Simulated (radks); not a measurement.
**Excited configurations of Zn**

One table from this session's results is given with a row withheld; the runs are named, their logs left out.

Program: radks (a radial shooting solver on a logarithmic mesh, Libxc functionals) version 1. Level of theory: scalar-relativistic Kohn-Sham, PBE, spin-polarised, spherical densities, point nucleus; open shells are filled with parallel spins first. These are calculated values, not measurements, unless marked.

**Starting point**

- element: zinc (Z = 30)
- charge: 0
- electrons: 30
- configuration: [Ar] 3d10 4s2

The outer shells:

Zn
```
[Ar] core
3d [↑↓][↑↓][↑↓][↑↓][↑↓]
4s [↑↓]
```

Set-up of the first run:

The run's settings:

```text
Z 30
configuration [Ar] 3d10 4s2
relativity scalar-relativistic
functional pbe,pbe
spin polarised
nucleus point
c 137.035999084
```

Steps of the session up to this table: Ground configuration: [Ar] 3d10 4s2.

One table of the session follows, with a row left open; its other results are not shown here.

It belongs to the step «Ground configuration: [Ar] 3d10 4s2». Radial moments (bohr):

```
level      <r>  outermost maximum (interpolated)  90 % within  nodes
   1s  0.05031                            0.0329       0.0899      0
   2s        ?                                 ?            ?      ?
   2p   0.1983                             0.152        0.324      0
   3s   0.6810                             0.588         1.02      2
   3p   0.7133                             0.592         1.10      1
   3d   0.9115                             0.566         1.61      0
   4s    2.655                              2.09         4.12      3
```

Estimate the missing values for 2s.

The run gave: <r>: 0.2262; outermost maximum (interpolated): 0.189; 90 % within: 0.350; nodes: 1. In the column «<r>» it lies between 2p (0.1983) and 3s (0.6810).
